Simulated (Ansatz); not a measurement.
# C₂H₃BClF: basis-set convergence

Aim: see how fast density functionals converge with the basis set for C₂H₃BClF.

Computed with Ansatz 0.2.0, Gaussian basis. Level: one geometry, several basis sets.

The runs, in order: PBE0-D4/def2-SVP; ωB97M-V/def2-SVP; PBE0-D4/def2-QZVPP; ωB97M-V/def2-QZVPP; the functionals' def2-TZVPP values are taken from earlier runs.

## (1) The geometry

An earlier PBE0-D4 in a triple-zeta def2 set relaxation fixed the geometry.

SMILES `B/C=C(\F)Cl`, 8 atoms, charge 0, spin multiplicity 1.

Atoms are counted from 1 here; the program's logs count them from 0.

Bond lengths: B1–C2 1.525 Å, B1–H6 1.193 Å, B1–H7 1.195 Å, C2–C3 1.337 Å, C2–H8 1.084 Å, C3–F4 1.312 Å, C3–Cl5 1.706 Å. Angles: C2–B1–H6 120.7°, C2–B1–H7 119.4°, H6–B1–H7 119.8°, B1–C2–C3 122.4°, B1–C2–H8 122.8°, C3–C2–H8 114.9°, C2–C3–F4 123.9°, C2–C3–Cl5 125.2°, F4–C3–Cl5 110.9°.

## (2) PBE0-D4 in def2-SVP

The input, in.yaml:

```yaml
crystal:
  periodic: [false, false, false]
  atoms:
    - {symbol: B, position_ang: [0.082690, -0.697896, 1.178952]}
    - {symbol: C, position_ang: [0.447149, 0.273844, 0.062011]}
    - {symbol: C, position_ang: [-0.298300, 0.410199, -1.039921]}
    - {symbol: F, position_ang: [-1.399178, -0.266514, -1.266656]}
    - {symbol: Cl, position_ang: [0.041494, 1.472234, -2.330715]}
    - {symbol: H, position_ang: [-0.895667, -1.376794, 1.101221]}
    - {symbol: H, position_ang: [0.786817, -0.777586, 2.141058]}
    - {symbol: H, position_ang: [1.327093, 0.905511, 0.098253]}
basis:
  gaussian: {orbitals: def2-SVP}
hamiltonian: {xc: pbe0, dispersion: d4}
output: {orbitals: {seedname: orbitals}}
```

On the command line:

```bash
$ ansatz run in.yaml --threads 2 --pin off --events-out ev --progress --plain --max-ram 4352MiB
```

Further steps of the session: ωB97M-V in def2-SVP; PBE0-D4 in def2-QZVPP; ωB97M-V in def2-QZVPP.

Before running them: what should the planned runs give, taken together? Wanted: PBE0-D4: double and triple zeta above quadruple; ωB97M-V: double and triple zeta above quadruple.

**Answer**, as computed:

```
                                       quantity           value
PBE0-D4: double and triple zeta above quadruple  11.39, 0.66 eV
ωB97M-V: double and triple zeta above quadruple  11.52, 0.62 eV
```

PBE0-D4 gains 10.73 eV from double to triple zeta, then 0.66 eV more. Total energies overstate the basis error of differences, where much of it tends to cancel.
